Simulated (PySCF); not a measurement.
# C4H10O3W (W(CH)(OMe)3): the cost of one run

Computed with PySCF 2.14.0, with density-fitted response routines of our own, on a single molecule in the gas phase. Atoms are numbered from 0 throughout.

## 1. Starting geometry

18 atoms, charge 0, multiplicity 1; geometry from: GFN2-xTB. The atoms were then displaced at random by about 0.03 Å, so the start is not that level's minimum.

Bonds of the start (Å): W0–C1 1.84, W0–O3 1.92, W0–O8 2.00, W0–O13 1.97, C1–H2 1.06, O3–C4 1.31, C4–H5 1.13, C4–H6 1.13, C4–H7 1.06, O8–C9 1.36, C9–H10 1.10, C9–H11 1.09, C9–H12 1.08, O13–C14 1.38, C14–H15 1.13, C14–H16 1.04, C14–H17 1.13.

## 2. Geometry optimisation at PBE0-D3(BJ)/def2-SVP

Job settings and geometry (Å):

```
{"job": {"xc": "PBE0", "basis": "def2-SVP", "d3": "d3bj", "grid": 1, "maxiter": 40, "shake": 0.03, "kind": "geom"}, "charge": 0, "multiplicity": 1}
W      0.054900    -0.066080    -0.195980
C      0.025630    -0.047190     1.639370
H      0.013730    -0.064330     2.701200
O      1.696400    -0.832930    -0.830200
C      2.745060    -1.491500    -0.394220
H      2.749970    -1.475610     0.732940
H      3.669680    -0.937620    -0.722450
H      2.836590    -2.485910    -0.758660
O     -0.090000     1.869680    -0.658100
C     -0.121440     3.138140    -0.162230
H     -0.166500     3.095030     0.936600
H     -0.986870     3.679290    -0.538180
H      0.696590     3.728670    -0.542090
O     -1.625460    -0.945350    -0.713240
C     -2.673690    -1.691780    -0.214790
H     -2.595320    -1.655450     0.907630
H     -2.657710    -2.650830    -0.621270
H     -3.627880    -1.149300    -0.488620
```

Run with:

```bash
$ OMP_NUM_THREADS=1 python probes_run.py task.json out
```

The driver reads the jobs from task.json and runs them one after another.

Q: Estimate the wall time and peak memory of this first job on 1 thread of Intel Xeon at 2.50GHz, shared host.

About 7.4 min, with a peak of 0.75 GiB.
